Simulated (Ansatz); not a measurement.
**AlFH4OSi2: ladder of methods at one geometry in Python**

How do the methods compare on AlFH4OSi2, in result and in cost? The task is a ladder of methods at one geometry, for AlFH4OSi2. SMILES: O[Si]1(F)[AlH][SiH2]1.

All numbers are computed with Ansatz 0.2.0 through its Python package. The levels of theory stand in the script.

## (1) The system

Bond lengths: O1–Si2 1.679 Å, Si2–F3 1.668 Å, Si2–Al4 2.381 Å, Si2–Si5 2.218 Å, Al4–Si5 2.424 Å, O1–H6 1.067 Å, Al4–H7 1.588 Å, Si5–H8 1.428 Å, Si5–H9 1.436 Å. Angles (14 of 16 angles, heavy atoms first): O1–Si2–F3 116.1°, O1–Si2–Al4 117.4°, O1–Si2–Si5 115.4°, F3–Si2–Al4 118.8°, F3–Si2–Si5 115.1°, Al4–Si2–Si5 63.5°, Si2–Al4–Si5 55.0°, Si2–Si5–Al4 61.5°, Si2–O1–H6 103.6°, Si2–Al4–H7 153.1°, Si5–Al4–H7 151.5°, Si2–Si5–H8 115.9°, Si2–Si5–H9 114.7°, Al4–Si5–H8 114.8°.

No structure file is read: the coordinates are typed or built in the script.

## (2) The script

Input file methods_alfh4osi2.py:

```python
# -*- coding: utf-8 -*-
from pathlib import Path
import warnings

import ansatz as az
import numpy as np


def main():
    warnings.simplefilter("ignore", az.DeckWarning)

    geometry_ang = [
        ("O", (-1.0495, 0.719, 1.7793)),
        ("Si", (0.2427, 0.5728, 0.7173)),
        ("F", (1.4074, 1.7634, 0.8103)),
        ("Al", (0.9011, -1.6281, 0.09)),
        ("Si", (-0.2848, -0.0702, -1.3386)),
        ("H", (-1.5383, 1.6116, 1.4584)),
        ("H", (1.493, -3.0699, 0.393)),
        ("H", (-1.6593, -0.3887, -1.5597)),
        ("H", (0.5761, 0.4438, -2.367)),
    ]
    system = az.Crystal.molecule()
    for symbol, xyz in geometry_ang:
        system = system.atom(symbol, xyz)

    job = system.calculation().basis(gaussian="def2-SVP")

    print("functional    E (Ha)        dipole (D)   HOMO (eV)  LUMO (eV)")
    for name in ["revpbe", "hse06", "r2scan0", "lc_wpbe"]:
        summary = job.functional(name).forces().orbitals().run(threads=1, runs_dir="runs").report
        lines = Path(summary["orbitals_path"]).read_text().splitlines()
        field_of = lambda key: [line.split("=")[1].strip() for line in lines if line.startswith(key)]
        orbitals = [(27.211386 * float(e), s, float(n)) for e, s, n in zip(field_of("Ene="), field_of("Spin="), field_of("Occup="))]
        homo = max(e for e, _, n in orbitals if n > 0.5)
        lumo = min(e for e, _, n in orbitals if n < 0.5)
        dipole = 4.803205 * np.linalg.norm(summary["charge_distribution"]["dipole_moment_e_ang"])
        print(f"{name:10s} {summary['free_energy_ev'] / 27.211386246:14.6f} {dipole:9.3f} {homo:11.3f} {lumo:10.3f}")


if __name__ == "__main__":
    main()
```

## (3) What the engine is handed

The engine receives this input (first run):

```yaml
crystal:
  periodic: [false, false, false]
  atoms:
    - { symbol: O, position_ang: [-1.0495, 0.719, 1.7793] }
    - { symbol: Si, position_ang: [0.2427, 0.5728, 0.7173] }
    - { symbol: F, position_ang: [1.4074, 1.7634, 0.8103] }
    - { symbol: Al, position_ang: [0.9011, -1.6281, 0.09] }
    - { symbol: Si, position_ang: [-0.2848, -0.0702, -1.3386] }
    - { symbol: H, position_ang: [-1.5383, 1.6116, 1.4584] }
    - { symbol: H, position_ang: [1.493, -3.0699, 0.393] }
    - { symbol: H, position_ang: [-1.6593, -0.3887, -1.5597] }
    - { symbol: H, position_ang: [0.5761, 0.4438, -2.367] }
basis:
  gaussian:
    orbitals: def2-SVP
hamiltonian:
  xc: revpbe
output:
  orbitals: {}
  forces: true
```

## (4) Running it

Run with:

```bash
> python methods_alfh4osi2.py
```

The program printed:

```text
functional    E (Ha)        dipole (D)   HOMO (eV)  LUMO (eV)
revpbe        -998.270904     1.597      -4.910     -3.282
hse06         -997.944450     1.737      -5.555     -3.021
r2scan0       -998.305782     1.764      -6.072     -2.591
lc_wpbe       -998.125306     1.653      -8.297     -0.544
```

Run time: 23 s. Hardware: 1 thread of Arm Neoverse V2, shared host; peak memory 0.3 GiB.

## (5) What changed from run to run

The engine's inputs for the other runs:

Run 2, against run 1:

```diff
@@ -17 +17 @@
-  xc: revpbe
+  xc: hse06
```

Run 3, against run 1:

```diff
@@ -17 +17 @@
-  xc: revpbe
+  xc: r2scan0
```

Run 4, against run 1:

```diff
@@ -17 +17 @@
-  xc: revpbe
+  xc: lc_wpbe
```

## (6) What each run gave

From the records of these 4 runs:

| run | functional | energy (eV) | SCF cycles | CPU time (s) |
| --- | --- | --- | --- | --- |
| 1 | revpbe | -27164.3351 | 19 | 3.4 |
| 2 | hse06 | -27155.4519 | 19 | 5.2 |
| 3 | r2scan0 | -27165.2842 | 21 | 9.8 |
| 4 | lc_wpbe | -27160.3732 | 20 | 4.7 |

Totals hang on method, basis and potentials, so only like runs compare.

The fields below are those of run 1.

## (7) Pictures from the orbitals

Orbitals, density, ELF and potential are computed afterwards from the orbital file.

Frontier orbitals at revPBE/def2-SVP, with the share of their density that lies nearest to each atom:

| orbital | energy (eV) | lies on |
| --- | --- | --- |
| HOMO | -4.91 | Al4 31 %; Si2 27 %; Si5 16 % |
| LUMO | -3.28 | Al4 56 %; H7 9 %; Si2 9 % |

ELF in a plane through or near 2 of the atoms.

Values, 10 rows by 14 columns:
```
0.00 0.00 0.00 0.00 0.00 0.00 0.00 0.00 0.00 0.00 0.00 0.00 0.00 0.00
0.00 0.00 0.00 0.00 0.00 0.02 0.10 0.09 0.01 0.00 0.00 0.00 0.00 0.00
0.00 0.00 0.00 0.00 0.03 0.23 0.84 0.76 0.17 0.01 0.00 0.00 0.00 0.00
0.00 0.00 0.00 0.14 0.33 0.53 0.85 0.91 0.29 0.05 0.00 0.00 0.00 0.00
0.00 0.00 0.02 0.39 0.88 0.88 0.47 0.40 0.20 0.06 0.66 0.30 0.00 0.00
0.00 0.01 0.09 0.34 0.51 0.40 0.31 0.17 0.47 0.70 0.99 0.84 0.00 0.00
0.00 0.16 0.94 1.00 0.78 0.06 0.67 0.28 0.52 0.49 0.56 0.06 0.00 0.00
0.00 0.22 0.99 1.00 0.99 0.36 0.71 0.21 0.06 0.61 0.36 0.00 0.00 0.00
0.00 0.00 0.32 0.78 0.36 0.06 0.11 0.11 0.00 0.00 0.00 0.00 0.00 0.00
0.00 0.00 0.00 0.00 0.00 0.00 0.00 0.00 0.00 0.00 0.00 0.00 0.00 0.00
```
The map spans 11.0 Å across and 9.2 Å up, centred on the molecule. Atoms in the plane (x, y in Å): O1 (1.8, -1.0), H6 (2.6, -0.2).

On the surface of density 0.002 e/bohr³ the electrostatic potential runs, from the 1st to the 99th percentile, from -1.05 V near O1 to 2.80 V near Al4.

## (8) Results

| quantity | value |
| --- | --- |
| runs compared | 4 |
| HOMO-LUMO gap of the mean field (revPBE/def2-SVP) | 1.63 eV |

In words: All 4 runs converged (19 to 21 cycles). The geometry is a force-field or estimated start, not a minimum of this method, and the basis set is short of its limit. A lower total doesn't mark the better method: functionals have no common bound, and MP2 and coupled cluster aren't variational. Levels such as HOMO and LUMO are orbital energies: with these approximate functionals they aren't the ionisation energy and electron affinity, and their gap isn't the fundamental gap. hse06 follows the composition of plane-wave codes, whose totals differ by tens of mHa, up to about 0.1 Ha, from the form usual in Gaussian-basis programs (wpbeh).
